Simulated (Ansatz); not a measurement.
Consider an atomisation energy of C2H7AlSi, SMILES C[CH]1[AlH][SiH2]1 (Ansatz's Python interface).

Contents of `c2h7alsi.xyz`:
```text
11

C    -0.74440    1.20840   -0.07680
C    -0.34860   -0.13570   -0.53730
Al    1.56870   -0.40240   -0.61190
Si    0.01760   -1.31060    0.87500
H    -1.85960    1.21030    0.19160
H    -0.19400    1.64020    0.76990
H    -0.65690    1.96760   -0.92920
H    -0.88820   -0.54110   -1.38720
H     3.07770   -0.16340   -1.13220
H    -0.11330   -2.76250    0.62410
H     0.20630   -0.76770    2.23460
```

`tae_c2h7alsi.py`
```python
from collections import Counter
import logging
import sys

import ansatz

logging.basicConfig(stream=sys.stdout, format='%(name)s: %(message)s')
logger = logging.getLogger('calc')
logger.setLevel(logging.INFO)


def total_energy(molecule, charge=0, unpaired=0):
    calc = molecule.calculation().basis(gaussian='def2-SVP').functional('pbe')
    if charge:
        calc = calc.charge(charge)
    if unpaired:
        calc = calc.spin('collinear', total=unpaired)
    return calc.run().report['free_energy_ev']

molecule = ansatz.Crystal.molecule_from_extxyz('c2h7alsi.xyz')

unpaired = {'C': 2, 'Al': 1, 'Si': 2, 'H': 1}
counts = Counter(site.symbol for site in molecule.cartesian_sites)
atom_energy = {s: total_energy(ansatz.Crystal.molecule().atom(s, (0, 0, 0)), 0, unpaired[s]) for s in counts}
whole = total_energy(molecule, 0, 0)
for s, e in atom_energy.items():
    logger.info(f'{s:2s} x{counts[s]}  {e:14.5f} eV')
logger.info(f'C2H7AlSi: {whole:.5f} eV')
split = sum(counts[s] * e for s, e in atom_energy.items()) - whole
logger.info(f'atomisation energy (no zero-point term): {split:.3f} eV, {split / sum(counts.values()):.3f} eV an atom')
```

What does it cost to take this molecule apart into atoms?

37.019 eV from the electronic energies, without the zero-point term.

The run itself:

Running `python tae_c2h7alsi.py` prints:
```text
calc: C  x2     -1027.26350 eV
calc: Al x1     -6589.00858 eV
calc: Si x1     -7867.46925 eV
calc: H  x7       -13.56840 eV
calc: C2H7AlSi: -16643.00257 eV
calc: atomisation energy (no zero-point term): 37.019 eV, 3.365 eV an atom
```

Caveats:
- Total energies depend on the basis set; only differences at equal settings carry meaning.
- The geometry is a force-field or estimated start, not a minimum of this method, and the basis set is short of its limit. All parts are taken at fixed geometry, without zero-point energy.
- This functional overbinds, so such energies come out a few per cent too high (LDA far more).
- It ran for 2.3 s on 1 thread of Intel(R) Xeon(R) 6975P-C (Granite Rapids), with other jobs on the host, peak memory 0.2 GiB.
